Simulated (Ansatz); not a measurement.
# AlNi (Pm-3m): a single-point run

Aim: a sound single-point run of AlNi (Pm-3m). The structure is shown as the input types it.

Method: DFT PBE, spin-orbit coupling, plane waves, PAW, in Ansatz 0.2.0.

1 further run of the same task is left out (set aside as unsound or not needed).

**1. The structure to begin with**

The structure is cubic, space group Pm-3m (No. 221). Conventional cell: a = 2.893 Å, b = 2.893 Å, c = 2.893 Å, α = 90.00°, β = 90.00°, γ = 90.00°. Al (site symmetry m-3m) has 8 Ni at 2.51 Å as nearest neighbours. Ni (site symmetry m-3m) is surrounded by 8 Al at 2.51 Å.

Coordinates:

```
CELL_PARAMETERS angstrom
2.89337 0.00000 0.00000
0.00000 2.89337 0.00000
0.00000 0.00000 2.89337
ATOMIC_POSITIONS crystal
Al 0.00000 0.00000 0.00000
Ni 0.50000 0.50000 0.50000
```

**2. The calculation**

Contents of input.yaml:

```yaml
crystal:
  lattice:
    - [2.8933713769, 0.0, 0.0]
    - [0.0, 2.8933713769, 0.0]
    - [0.0, 0.0, 2.8933713769]
  atoms:
    - { symbol: Al, position: [0.0, 0.0, 0.0] }
    - { symbol: Ni, position: [0.5, 0.5, 0.5], spin: 0.8, spin_axis: [0.0, 0.0, 1.0] }
basis:
  ecutwfc: 420
  ecutrho_ratio: 4
kpoints:
  mp_grid: { grid: [12, 12, 12] }
hamiltonian:
  xc: pbe
scf:
  occupations: { method: gaussian, width: 0.05 }
  mixing: { algorithm: anderson, beta: 0.005, ndim: 1 }
  max_iter: 60
output:
  forces: true
  stress: true
magnetization:
  noncollinear: true
  spin_orbit: true
```

The run is started by

```bash
$ ansatz run input.yaml --threads 4 --pin off --max-ram 7168MiB --backend cpu --events-out ev --progress --plain --runs-dir out
```

**Question.** How will this run end, and is anything wrong with its input?

No self-consistency after 60 cycles. The density residual dr2 creeps down, from 2.99 to 0.706 eV (threshold 1.0e-7), too slowly to finish within the cap. At the rate of its last cycles it would need about 790 more. Its last energy is not a result.

Look at the input: scf.mixing.algorithm is anderson; scf.mixing.beta is 0.005; scf.mixing.ndim is 1. With this much damping each cycle removes only a tiny part of the error. Several mixing settings were changed at once, so this run can't tell how much each is to blame.

What to do: delete scf.mixing.algorithm, scf.mixing.beta and scf.mixing.ndim (the default then holds).
